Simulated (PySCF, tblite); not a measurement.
**C7H6P2S: geometry, infrared bands and NMR shifts**

What infrared bands and NMR shifts should C7H6P2S (`C#CC/P=P\c1cccs1`) show?

Programs: tblite 0.8.0 and PySCF 2.14.0, with density-fitted response routines of our own. Each step states its level of theory. These are calculated values for one molecule in the gas phase, unless marked as measured. Atoms are numbered from 0 throughout.

## 1. The molecule as given

16 atoms, charge 0, multiplicity 1; geometry from: force field or distance geometry start.

Bonds of the start (Å): C0–C1 1.22, C1–C2 1.47, C2–P3 1.84, P3–P4 1.98, P4–C5 1.87, C5–C6 1.36, C6–C7 1.34, C7–C8 1.36, C8–S9 1.74, S9–C5 1.62, C0–H10 1.06, C2–H11 1.13, C2–H12 1.11, C6–H13 1.11, C7–H14 1.11, C8–H15 1.11.

## 2. Optimising the geometry with GFN2-xTB

What the job is given:

```
{"job": {"kind": "relax", "xc": "GFN2-xTB", "basis": "xTB"}, "charge": 0, "multiplicity": 1}
C      4.597300     0.750300    -0.270700
C      3.406700     0.619100    -0.061700
C      1.969600     0.428800     0.198300
P      1.770900    -0.264200     1.890700
P     -0.013400    -0.877700     2.499600
C     -1.490200    -0.746900     1.366800
C     -1.530000     0.036100     0.257900
C     -2.686400    -0.006000    -0.417400
C     -3.633100    -0.831400     0.105700
S     -2.904100    -1.512600     1.527300
H      5.631300     0.857900    -0.456300
H      1.562500     1.483700     0.192600
H      1.498400    -0.192600    -0.589200
H     -0.668800     0.656400    -0.055800
H     -2.872700     0.582300    -1.341900
H     -4.645300    -0.974300    -0.322500
```

The run is started by

```bash
$ OMP_NUM_THREADS=1 python probes_run.py task.json out
```

This one command runs all jobs of the session in turn.

**Question.** This job is followed by: GFN2-xTB harmonic vibrations, gas phase; GIAO PBE0/pcSseg-1 NMR shielding, non-relativistic, gas phase. Predict these results of the whole session: strongest single infrared mode (GFN2-xTB); zero-point energy (GFN2-xTB); 13C shifts against TMS (PBE0/pcSseg-1); 1H shifts against TMS (PBE0/pcSseg-1, means over atoms taken as alike); 31P shifts against H3PO4 (PBE0/pcSseg-1); 33S shifts against CS2 (PBE0/pcSseg-1).

As calculated:

| quantity | value |
| --- | --- |
| strongest single infrared mode (GFN2-xTB) | 614 cm⁻¹, 32 km/mol |
| zero-point energy (GFN2-xTB) | 64.5 kcal/mol |
| 13C shifts against TMS (PBE0/pcSseg-1) | 154.0, 141.5, 135.3, 132.9, 84.4, 77.9, 31.9 ppm |
| 1H shifts against TMS (PBE0/pcSseg-1, means over atoms taken as alike) | 7.76, 7.36, 6.75, 3.20, 1.59 ppm |
| 31P shifts against H3PO4 (PBE0/pcSseg-1) | 649.9, 564.6 ppm |
| 33S shifts against CS2 (PBE0/pcSseg-1) | 242 ppm |

**Reading.** The optimisation took 117 steps and gained 0.957 eV; among the close pairs (by a distance rule), C5–S9 changed most, from 1.616 to 1.740 Å. The lowest mode is imaginary (27i cm⁻¹), so the xTB geometry is not a minimum. The strongest single mode, at 614 cm⁻¹, has its largest shares on H10, C2 and P3 (the list is cut at 3 atoms). GFN2-xTB is a fitted tight-binding method: band positions and strengths are rough. Its intensities can rank the bands wrongly. At PBE0/pcSseg-1: The widest tensor belongs to P3: span 1612 ppm, with a paramagnetic part of -1295 ppm. NICS(1)zz of -27 ppm above the planar ring from C5 marks a diatropic (aromatic) ring current.
